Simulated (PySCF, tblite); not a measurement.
# C7H14O: changes of charge

What do calculations give for the changes of charge of C7H14O (`CCO/C=C(\C)CC`)?

Programs: tblite 0.8.0 and PySCF 2.14.0, with routines of our own; each step states its level. All values are computed. Atoms count from 0.

## 1. The starting structure

22 atoms, charge 0, multiplicity 1; geometry from: start built from the parent or by distance geometry.

## 2. Optimising the geometry with GFN2-xTB

The job: settings as JSON, then the geometry in Å.

```
{"job": {"kind": "relax", "xc": "GFN2-xTB", "basis": "xTB"}, "charge": 0, "multiplicity": 1}
C      3.704700    -0.724200     0.044300
C      2.249200    -1.169200     0.247800
O      1.440200    -0.029100     0.333800
C      0.094600    -0.324400     0.430400
C     -0.894200     0.510000     0.147400
C     -0.643900     1.902900    -0.384300
C     -2.339000     0.129300     0.306100
C     -3.049900    -0.080900    -1.001100
H      3.778100    -0.151100    -0.880800
H      4.001600    -0.060200     0.866400
H      4.362600    -1.576100    -0.009400
H      1.941200    -1.832300    -0.558200
H      2.184200    -1.733400     1.229200
H     -0.087100    -1.333600     0.831400
H     -1.135600     2.657900     0.266400
H      0.425700     2.158200    -0.377000
H     -1.016200     2.023000    -1.390900
H     -2.419500    -0.810300     0.903200
H     -2.856800     0.903800     0.906400
H     -2.553100    -0.852100    -1.601500
H     -4.096700    -0.407600    -0.819000
H     -3.110900     0.838300    -1.593000
```

Launch:

```sh
$ OMP_NUM_THREADS=1 python redox_run.py task.json out
```

One launch serves the whole session: the jobs run in the order shown.

Log:

```text
step      E/eV     max force
  0    -712.05694    1.438
  1    -712.13991    0.600
  2    -712.14759    0.436
  3    -712.15397    0.190
  4    -712.16075    0.145
  5    -712.16286    0.130
  6    -712.16540    0.087
  7    -712.16629    0.074
  8    -712.16721    0.082
  9    -712.16791    0.075
 10    -712.16846    0.054
 11    -712.16885    0.057
 12    -712.16927    0.072
 13    -712.16978    0.075
 14    -712.17035    0.054
 15    -712.17089    0.053
 16    -712.17140    0.049
 17    -712.17192    0.058
 18    -712.17242    0.049
 19    -712.17285    0.048
 20    -712.17323    0.039
 21    -712.17360    0.048
 22    -712.17394    0.043
 23    -712.17423    0.035
 24    -712.17446    0.036
 25    -712.17468    0.045
 26    -712.17489    0.047
 27    -712.17509    0.031
 28    -712.17528    0.031
 29    -712.17549    0.041
 30    -712.17575    0.038
 31    -712.17604    0.037
 32    -712.17633    0.037
 33    -712.17660    0.036
 34    -712.17687    0.042
 35    -712.17713    0.042
 36    -712.17738    0.039
 37    -712.17759    0.025
 38    -712.17774    0.028
 39    -712.17786    0.034
 40    -712.17800    0.028
 41    -712.17813    0.024
 42    -712.17824    0.021
 43    -712.17834    0.020
 44    -712.17843    0.019
 45    -712.17854    0.025
 46    -712.17866    0.026
 47    -712.17881    0.034
 48    -712.17898    0.042
 49    -712.17918    0.036
 50    -712.17938    0.031
 51    -712.17957    0.030
 52    -712.17977    0.031
 53    -712.17997    0.033
 54    -712.18012    0.023
 55    -712.18021    0.018
 56    -712.18026    0.015
 57    -712.18031    0.021
 58    -712.18039    0.020
 59    -712.18047    0.019
 60    -712.18055    0.022
 61    -712.18064    0.022
 62    -712.18074    0.025
 63    -712.18085    0.025
 64    -712.18094    0.018
 65    -712.18100    0.017
 66    -712.18106    0.021
 67    -712.18115    0.020
 68    -712.18124    0.021
 69    -712.18131    0.016
 70    -712.18136    0.013
 71    -712.18140    0.014
 72    -712.18146    0.018
 73    -712.18152    0.018
 74    -712.18156    0.018
 75    -712.18159    0.012
 76    -712.18161    0.010
 77    -712.18164    0.011
 78    -712.18166    0.012
 79    -712.18167    0.010
 80    -712.18169    0.008
```

Run time: 1.6 s. Hardware: 1 thread of Intel Xeon at 2.70GHz, shared host.

The steps of the relaxation: (not every step is listed)

| step | energy from step 0 (eV) | largest force (eV/Å) |
| --- | --- | --- |
| 0 | 0.0000 | 1.4378 |
| 1 | -0.0830 | 0.6000 |
| 2 | -0.0906 | 0.4363 |
| 3 | -0.0970 | 0.1896 |
| 4 | -0.1038 | 0.1451 |
| 5 | -0.1059 | 0.1302 |
| 6 | -0.1085 | 0.0875 |
| 7 | -0.1093 | 0.0739 |
| 8 | -0.1103 | 0.0822 |
| 14 | -0.1134 | 0.0538 |
| 20 | -0.1163 | 0.0392 |
| 26 | -0.1179 | 0.0470 |
| 32 | -0.1194 | 0.0367 |
| 38 | -0.1208 | 0.0281 |
| 44 | -0.1215 | 0.0192 |
| 50 | -0.1224 | 0.0313 |
| 56 | -0.1233 | 0.0150 |
| 62 | -0.1238 | 0.0245 |
| 68 | -0.1243 | 0.0207 |
| 74 | -0.1246 | 0.0178 |
| 75 | -0.1246 | 0.0121 |
| 76 | -0.1247 | 0.0105 |
| 77 | -0.1247 | 0.0108 |
| 78 | -0.1247 | 0.0116 |
| 79 | -0.1247 | 0.0103 |
| 80 | -0.1247 | 0.0081 |

Distances of close pairs at the start and the end, largest changes first:

| bond | before (Å) | after (Å) | change (Å) |
| --- | --- | --- | --- |
| C1–H12 | 1.134 | 1.100 | -0.033 |
| C6–C7 | 1.503 | 1.530 | +0.027 |
| C6–H17 | 1.116 | 1.092 | -0.024 |
| C7–H20 | 1.112 | 1.088 | -0.024 |
| C5–H14 | 1.111 | 1.090 | -0.022 |
| C3–H13 | 1.101 | 1.085 | -0.016 |
| C6–H18 | 1.108 | 1.093 | -0.016 |
| C0–C1 | 1.536 | 1.520 | -0.015 |

The end geometry stands in the next job.

## 3. Harmonic vibrations with GFN2-xTB

The job: settings as JSON, then the geometry in Å.

```
{"job": {"kind": "ir", "xc": "GFN2-xTB", "basis": "xTB"}, "charge": 0, "multiplicity": 1}
C      3.696585    -0.670325     0.093149
C      2.275631    -1.192133     0.232446
O      1.387499    -0.109043     0.064059
C      0.064519    -0.390209     0.273892
C     -0.899682     0.509737     0.108470
C     -0.609327     1.911454    -0.336881
C     -2.339579     0.145242     0.343576
C     -3.093313    -0.085378    -0.968061
H      3.829231    -0.214898    -0.884317
H      3.890318     0.081503     0.853390
H      4.404075    -1.486612     0.207342
H      2.077730    -1.962516    -0.528903
H      2.134522    -1.646967     1.224470
H     -0.156535    -1.401853     0.598576
H     -1.042415     2.627711     0.360835
H      0.463484     2.068505    -0.388884
H     -1.038934     2.100334    -1.320379
H     -2.394443    -0.762938     0.947159
H     -2.829265     0.949801     0.897676
H     -2.627207    -0.890132    -1.531795
H     -4.128097    -0.355312    -0.768124
H     -3.085618     0.812798    -1.580080
```

Log:

```text
mode    cm-1     km/mol
  1      16.9      0.90
  2      32.7      0.10
  3      59.5      2.90
  4      99.4      0.07
  5     122.1      0.56
  6     181.5      0.15
  7     204.4      0.30
  8     221.0      0.47
  9     290.9      0.55
 10     319.8      0.11
 11     349.8      5.15
 12     446.9      3.45
 13     490.1      4.71
 14     560.0      0.28
 15     815.8      2.86
 16     820.3      3.03
 17     834.0      3.62
 18     851.7      0.26
 19     930.9      3.18
 20     995.9      5.15
 21    1030.4     21.04
 22    1049.5     10.54
 23    1069.6      5.76
 24    1084.0      7.29
 25    1101.7     25.34
 26    1136.2     52.25
 27    1145.9     24.14
 28    1176.6    344.80
 29    1235.3     29.96
 30    1246.7      1.24
 31    1256.6      1.03
 32    1328.1     14.26
 33    1333.0     25.89
 34    1353.7      4.55
 35    1399.0      8.90
 36    1402.9      8.42
 37    1406.5      0.50
 38    1475.4      4.21
 39    1477.2      0.57
 40    1484.0      2.76
 41    1487.7      3.86
 42    1489.0      2.17
 43    1494.8      2.88
 44    1502.7      2.04
 45    1505.8      2.00
 46    1738.4     70.33
 47    2848.6     71.09
 48    2880.6     67.23
 49    2962.0     36.96
 50    2979.0     33.94
 51    2994.1     36.05
 52    3009.0     41.56
 53    3013.2     63.42
 54    3028.8     56.91
 55    3037.4     47.94
 56    3044.2     36.16
 57    3049.0     25.07
 58    3049.9     28.80
 59    3054.1     25.86
 60    3067.1     17.80
ZPE 508.839  H(298)-E 540.469  G(298)-E 413.856 kJ/mol  S 424.66 J/(mol K)
```

Wall time 1.4 s (1 thread of Intel Xeon at 2.70GHz, shared host).

The strongest bands and the atoms that carry them (share of the mass-weighted mode):

| cm⁻¹ | km/mol | atoms |
| --- | --- | --- |
| 1136 | 52.2 | C1 34 %, O2 16 %, H10 12 %, C0 11 % |
| 1177 | 344.8 | O2 36 %, C3 30 % |
| 1738 | 70.3 | C4 51 %, C3 44 % |
| 2849 | 71.1 | H11 57 %, H12 35 % |
| 2881 | 67.2 | H12 59 %, H11 37 % |
| 3013 | 63.4 | H13 92 % |
| 3029 | 56.9 | H20 89 % |
| 3037 | 47.9 | H19 83 % |

## 4. Single point (C₇H₁₄O): PBE0-D3(BJ)/ma-def2-SVP

Geometry: GFN2-xTB.

Settings changed since step 3:

```diff
@@ -1,2 +1,2 @@
-{"job": {"kind": "ir", "xc": "GFN2-xTB", "basis": "xTB"}, "charge": 0, "multiplicity": 1}
+{"job": {"kind": "sp", "xc": "PBE0", "basis": "ma-def2-SVP", "d3": "d3bj", "grid": 2}, "charge": 0, "multiplicity": 1}
 C      3.696585    -0.670325     0.093149
```

Log:

```text
coarse grid: 17368 points
cycle   1  E = -349.5896467288  dE =  7.493e-01  |g| = 5.653e-01  |ddm| = 5.916e+00
cycle   2  E = -349.5470116057  dE =  4.264e-02  |g| = 7.400e-01  |ddm| = 4.038e+00
cycle   3  E = -349.6644574843  dE = -1.174e-01  |g| = 9.081e-02  |ddm| = 2.910e+00
cycle   4  E = -349.6658666202  dE = -1.409e-03  |g| = 3.333e-02  |ddm| = 1.345e-01
cycle   5  E = -349.6660950907  dE = -2.285e-04  |g| = 1.056e-02  |ddm| = 7.580e-02
cycle   6  E = -349.6661173000  dE = -2.221e-05  |g| = 4.591e-03  |ddm| = 2.216e-02
cycle   7  E = -349.6661225760  dE = -5.276e-06  |g| = 4.354e-04  |ddm| = 6.639e-03
final grid: 164872 points
cycle   8  E = -349.7247469469  dE = -4.549e-05  |g| = 1.156e-02  |ddm| = 1.546e-01
cycle   9  E = -349.7247229795  dE =  2.397e-05  |g| = 1.600e-02  |ddm| = 3.622e-02
cycle  10  E = -349.7247761564  dE = -5.318e-05  |g| = 2.558e-03  |ddm| = 2.534e-02
cycle  11  E = -349.7247776977  dE = -1.541e-06  |g| = 2.379e-04  |ddm| = 4.366e-03
cycle  12  E = -349.7247777061  dE = -8.453e-09  |g| = 1.558e-04  |ddm| = 7.084e-04
cycle  13  E = -349.7247777120  dE = -5.862e-09  |g| = 1.960e-05  |ddm| = 3.430e-04
converged SCF energy = -349.7247777120
```

Run time: 32 s. Hardware: 1 thread of Intel Xeon at 2.70GHz, shared host; peak memory 0.69 GiB.

## 5. Single point (C₇H₁₄O+ (doublet)): PBE0-D3(BJ)/ma-def2-SVP

Geometry: GFN2-xTB, that of another charge or spin state.

Settings changed since step 4:

```diff
@@ -1,2 +1,2 @@
-{"job": {"kind": "sp", "xc": "PBE0", "basis": "ma-def2-SVP", "d3": "d3bj", "grid": 2}, "charge": 0, "multiplicity": 1}
+{"job": {"kind": "sp", "xc": "PBE0", "basis": "ma-def2-SVP", "d3": "d3bj", "grid": 2}, "charge": 1, "multiplicity": 2}
 C      3.696585    -0.670325     0.093149
```

Log:

```text
final grid: 164872 points
cycle   1  E = -349.3711868955  dE =  1.484e-02  |g| = 3.491e-01  |ddm| = 1.462e+00
cycle   2  E = -349.3360421691  dE =  3.514e-02  |g| = 4.528e-01  |ddm| = 1.446e+00
cycle   3  E = -349.4346923026  dE = -9.865e-02  |g| = 6.053e-02  |ddm| = 8.410e-01
cycle   4  E = -349.4361409692  dE = -1.449e-03  |g| = 2.263e-02  |ddm| = 1.008e-01
cycle   5  E = -349.4363407679  dE = -1.998e-04  |g| = 7.789e-03  |ddm| = 3.096e-02
cycle   6  E = -349.4363754706  dE = -3.470e-05  |g| = 1.605e-03  |ddm| = 1.197e-02
cycle   7  E = -349.4363786589  dE = -3.188e-06  |g| = 7.536e-04  |ddm| = 5.454e-03
cycle   8  E = -349.4363791998  dE = -5.410e-07  |g| = 3.602e-04  |ddm| = 2.232e-03
cycle   9  E = -349.4363793003  dE = -1.005e-07  |g| = 1.515e-04  |ddm| = 9.285e-04
cycle  10  E = -349.4363793221  dE = -2.179e-08  |g| = 4.838e-05  |ddm| = 5.049e-04
cycle  11  E = -349.4363793239  dE = -1.802e-09  |g| = 2.349e-05  |ddm| = 1.265e-04
converged SCF energy = -349.4363793239
```

Run time: 70 s. Hardware: 1 thread of Intel Xeon at 2.70GHz, shared host; peak memory 0.74 GiB.

## 6. Relaxing the molecule with GFN2-xTB

This step treats C7H14O+ (doublet), labelled `CCO[CH][C+](C)CC` (the label fixes atoms and charge, not where charge and spin sit).

The job: settings as JSON, then the geometry in Å.

```
{"job": {"kind": "relax", "xc": "GFN2-xTB", "basis": "xTB"}, "charge": 1, "multiplicity": 2}
C      3.712800    -0.676400     0.087900
C      2.264900    -1.183500     0.209400
O      1.404900    -0.116700     0.067200
C      0.062000    -0.375600     0.253300
C     -0.902900     0.505900     0.119800
C     -0.620300     1.909700    -0.345700
C     -2.339200     0.151100     0.332600
C     -3.081900    -0.076400    -0.963000
H      3.838200    -0.221700    -0.885500
H      3.881000     0.078800     0.858700
H      4.397200    -1.490600     0.200500
H      2.069300    -1.969200    -0.529000
H      2.123300    -1.644600     1.241100
H     -0.149100    -1.403800     0.589700
H     -1.049900     2.644600     0.361300
H      0.457100     2.070400    -0.367900
H     -1.037700     2.106500    -1.317400
H     -2.398000    -0.774400     0.943700
H     -2.831400     0.955700     0.906100
H     -2.617900    -0.887300    -1.522900
H     -4.135600    -0.342800    -0.763000
H     -3.088600     0.817700    -1.580800
```

Log:

```text
step      E/eV     max force
  0    -699.40362    4.697
  1    -699.68866    2.230
  2    -699.74926    0.550
  3    -699.75744    0.285
  4    -699.76311    0.253
  5    -699.76867    0.242
  6    -699.77203    0.218
  7    -699.77490    0.141
  8    -699.77655    0.092
  9    -699.77782    0.105
 10    -699.77888    0.109
 11    -699.77971    0.084
 12    -699.78029    0.060
 13    -699.78077    0.058
 14    -699.78128    0.066
 15    -699.78181    0.076
 16    -699.78232    0.077
 17    -699.78288    0.050
 18    -699.78359    0.089
 19    -699.78444    0.101
 20    -699.78525    0.073
 21    -699.78587    0.066
 22    -699.78639    0.053
 23    -699.78692    0.079
 24    -699.78750    0.072
 25    -699.78807    0.060
 26    -699.78864    0.057
 27    -699.78921    0.057
 28    -699.78972    0.053
 29    -699.79010    0.035
 30    -699.79039    0.035
 31    -699.79065    0.045
 32    -699.79089    0.045
 33    -699.79108    0.031
 34    -699.79122    0.027
 35    -699.79137    0.033
 36    -699.79155    0.046
 37    -699.79177    0.040
 38    -699.79197    0.030
 39    -699.79212    0.026
 40    -699.79224    0.027
 41    -699.79232    0.021
 42    -699.79239    0.015
 43    -699.79244    0.015
 44    -699.79249    0.019
 45    -699.79254    0.018
 46    -699.79259    0.016
 47    -699.79266    0.020
 48    -699.79275    0.024
 49    -699.79287    0.030
 50    -699.79301    0.029
 51    -699.79318    0.029
 52    -699.79341    0.036
 53    -699.79370    0.053
 54    -699.79406    0.053
 55    -699.79444    0.047
 56    -699.79484    0.059
 57    -699.79527    0.058
 58    -699.79571    0.070
 59    -699.79607    0.052
 60    -699.79634    0.036
 61    -699.79662    0.041
 62    -699.79700    0.064
 63    -699.79753    0.079
 64    -699.79816    0.062
 65    -699.79869    0.096
 66    -699.79898    0.103
 67    -699.79983    0.058
 68    -699.80052    0.051
 69    -699.80159    0.054
 70    -699.80233    0.062
 71    -699.80311    0.078
 72    -699.80432    0.064
 73    -699.80554    0.068
 74    -699.80644    0.056
 75    -699.80705    0.060
 76    -699.80761    0.049
 77    -699.80806    0.046
 78    -699.80838    0.046
 79    -699.80860    0.035
 80    -699.80875    0.040
 81    -699.80901    0.047
 82    -699.80930    0.045
 83    -699.80989    0.036
 84    -699.81021    0.041
 85    -699.81067    0.037
 86    -699.81098    0.040
 87    -699.81127    0.039
 88    -699.81155    0.033
 89    -699.81184    0.033
 90    -699.81206    0.034
 91    -699.81220    0.029
 92    -699.81234    0.031
 93    -699.81251    0.030
 94    -699.81270    0.029
 95    -699.81291    0.034
 96    -699.81311    0.027
 97    -699.81333    0.034
 98    -699.81360    0.037
 99    -699.81396    0.041
100    -699.81435    0.052
101    -699.81472    0.047
102    -699.81507    0.038
103    -699.81542    0.042
104    -699.81583    0.046
105    -699.81626    0.039
106    -699.81662    0.034
107    -699.81691    0.036
108    -699.81712    0.034
109    -699.81727    0.027
110    -699.81742    0.029
111    -699.81756    0.024
112    -699.81768    0.018
113    -699.81777    0.024
114    -699.81785    0.018
115    -699.81795    0.022
116    -699.81806    0.019
117    -699.81818    0.028
118    -699.81832    0.026
119    -699.81855    0.029
120    -699.81890    0.038
121    -699.81929    0.039
122    -699.81964    0.041
123    -699.81980    0.044
124    -699.82019    0.045
125    -699.82050    0.039
126    -699.82147    0.041
127    -699.82170    0.040
128    -699.82210    0.050
129    -699.82250    0.105
130    -699.82346    0.071
131    -699.82405    0.074
132    -699.81606    0.370
133    -699.82520    0.055
134    -699.82584    0.051
135    -699.82123    0.313
136    -699.82728    0.045
137    -699.82823    0.046
138    -699.82191    0.362
139    -699.82990    0.043
140    -699.83100    0.043
141    -699.82378    0.383
142    -699.83319    0.048
143    -699.83443    0.049
144    -699.83211    0.280
145    -699.83677    0.047
146    -699.83769    0.057
147    -699.83722    0.229
148    -699.83950    0.065
149    -699.84010    0.061
150    -699.84155    0.083
151    -699.84202    0.035
152    -699.84228    0.037
153    -699.84246    0.023
154    -699.84266    0.023
155    -699.84286    0.026
156    -699.84301    0.028
157    -699.84315    0.029
158    -699.84336    0.030
159    -699.84365    0.032
160    -699.84394    0.040
161    -699.84437    0.044
162    -699.84485    0.049
163    -699.84534    0.043
164    -699.84582    0.044
165    -699.84633    0.043
166    -699.84683    0.048
167    -699.84713    0.059
168    -699.84746    0.030
169    -699.84765    0.025
170    -699.84781    0.019
171    -699.84789    0.019
172    -699.84796    0.021
173    -699.84801    0.018
174    -699.84807    0.018
175    -699.84813    0.017
176    -699.84820    0.018
177    -699.84827    0.018
178    -699.84835    0.024
179    -699.84845    0.029
180    -699.84859    0.023
181    -699.84873    0.024
182    -699.84887    0.021
183    -699.84897    0.021
184    -699.84906    0.025
185    -699.84912    0.016
186    -699.84917    0.013
187    -699.84920    0.010
```

Run time: 1.8 s. Hardware: 1 thread of Intel Xeon at 2.70GHz, shared host.

The steps of the relaxation: (not every step is listed)

| step | energy from step 0 (eV) | largest force (eV/Å) |
| --- | --- | --- |
| 0 | 0.0000 | 4.6971 |
| 1 | -0.2850 | 2.2296 |
| 2 | -0.3456 | 0.5502 |
| 3 | -0.3538 | 0.2848 |
| 4 | -0.3595 | 0.2532 |
| 5 | -0.3650 | 0.2421 |
| 6 | -0.3684 | 0.2185 |
| 7 | -0.3713 | 0.1409 |
| 8 | -0.3729 | 0.0916 |
| 25 | -0.3844 | 0.0597 |
| 42 | -0.3888 | 0.0152 |
| 59 | -0.3924 | 0.0516 |
| 76 | -0.4040 | 0.0490 |
| 93 | -0.4089 | 0.0301 |
| 110 | -0.4138 | 0.0287 |
| 127 | -0.4181 | 0.0400 |
| 144 | -0.4285 | 0.2804 |
| 161 | -0.4407 | 0.0438 |
| 178 | -0.4447 | 0.0235 |
| 182 | -0.4452 | 0.0205 |
| 183 | -0.4453 | 0.0210 |
| 184 | -0.4454 | 0.0245 |
| 185 | -0.4455 | 0.0164 |
| 186 | -0.4455 | 0.0133 |
| 187 | -0.4456 | 0.0097 |

Distances of close pairs at the start and the end, largest changes first:

| bond | before (Å) | after (Å) | change (Å) |
| --- | --- | --- | --- |
| O2–C3 | 1.380 | 1.296 | -0.084 |
| C3–C4 | 1.314 | 1.392 | +0.078 |
| C1–H12 | 1.139 | 1.095 | -0.044 |
| C1–O2 | 1.378 | 1.417 | +0.039 |
| C4–C5 | 1.506 | 1.468 | -0.038 |
| C6–C7 | 1.511 | 1.545 | +0.034 |
| C7–H20 | 1.105 | 1.086 | -0.019 |
| C6–H17 | 1.111 | 1.093 | -0.018 |

The final coordinates are the input of the step that follows.

## 7. Harmonic vibrations with GFN2-xTB

The job: settings as JSON, then the geometry in Å.

```
{"job": {"kind": "ir", "xc": "GFN2-xTB", "basis": "xTB"}, "charge": 1, "multiplicity": 2}
C      3.388213    -0.733916     0.594719
C      2.295816    -1.176905    -0.374929
O      1.305115    -0.167485    -0.458867
C      0.105362    -0.352113    -0.003610
C     -0.842848     0.666972    -0.019858
C     -0.524438     1.993059    -0.562373
C     -2.207253     0.384184     0.474520
C     -3.007510    -0.376317    -0.605937
H      3.792727     0.229578     0.297150
H      2.990504    -0.654998     1.603737
H      4.188355    -1.467540     0.586886
H      2.718397    -1.266762    -1.381930
H      1.855830    -2.132109    -0.070208
H     -0.156749    -1.326899     0.407541
H     -0.615164     2.747140     0.225014
H      0.471681     2.040908    -0.991824
H     -1.268168     2.280579    -1.309877
H     -2.173769    -0.247037     1.365703
H     -2.727850     1.311214     0.710785
H     -2.533386    -1.319265    -0.862747
H     -4.002586    -0.583141    -0.223785
H     -3.093924     0.228391    -1.504190
```

Log:

```text
mode    cm-1     km/mol
  1      35.5      0.16
  2      45.1      0.65
  3      93.5      3.32
  4      99.5      5.15
  5     138.0      0.86
  6     154.4      0.79
  7     198.4      0.05
  8     223.1      0.21
  9     261.9     14.99
 10     332.6      0.33
 11     384.9      3.87
 12     430.4      2.92
 13     494.9      3.17
 14     557.3      0.47
 15     826.0     18.29
 16     829.8      0.88
 17     858.5      1.08
 18     868.6     19.45
 19     914.9     22.02
 20     931.6     11.15
 21     981.2     29.14
 22    1010.0      7.97
 23    1021.8     58.24
 24    1025.6      2.05
 25    1063.6     13.16
 26    1075.5      8.96
 27    1129.0     38.62
 28    1180.3     38.15
 29    1196.3      6.79
 30    1246.1      1.63
 31    1260.8     32.96
 32    1290.5      1.54
 33    1315.7    117.71
 34    1341.3     11.10
 35    1344.5    212.68
 36    1381.9     18.74
 37    1390.9      9.22
 38    1393.7      9.78
 39    1418.9      6.50
 40    1432.7     19.66
 41    1452.3      7.65
 42    1454.4     29.54
 43    1465.3     14.57
 44    1469.0     12.49
 45    1477.9     12.29
 46    1513.6      3.10
 47    2940.0     12.62
 48    2949.4      8.12
 49    2951.5     11.91
 50    2967.9      3.82
 51    2984.8     21.55
 52    2985.6      6.77
 53    3021.2      0.33
 54    3048.5      7.98
 55    3056.3      6.30
 56    3058.0     14.38
 57    3062.2      2.68
 58    3063.3      3.70
 59    3069.3      1.12
 60    3073.3      1.58
ZPE 503.882  H(298)-E 535.353  G(298)-E 408.260 kJ/mol  S 426.27 J/(mol K)
```

Wall time 1.1 s (1 thread of Intel Xeon at 2.70GHz, shared host); peak memory 0.3 GiB.

The strongest bands and the atoms that carry them (share of the mass-weighted mode):

| cm⁻¹ | km/mol | atoms |
| --- | --- | --- |
| 981 | 29.1 | C5 18 %, H14 18 %, H15 10 %, H20 10 % |
| 1022 | 58.2 | H20 13 %, C6 12 %, C7 11 %, H19 10 % |
| 1129 | 38.6 | C1 24 %, H12 17 %, H8 14 %, H11 14 % |
| 1180 | 38.1 | H17 41 %, H18 15 %, H21 11 %, C7 10 % |
| 1261 | 33.0 | H18 34 %, C6 20 %, H17 17 %, H13 12 % |
| 1316 | 117.7 | O2 32 %, C3 17 %, H13 14 %, C4 14 % |
| 1344 | 212.7 | H16 26 %, H14 24 %, C4 15 %, C5 12 % |
| 1454 | 29.5 | H10 37 %, H9 27 % |

(Part 1 of 2 ends here.)
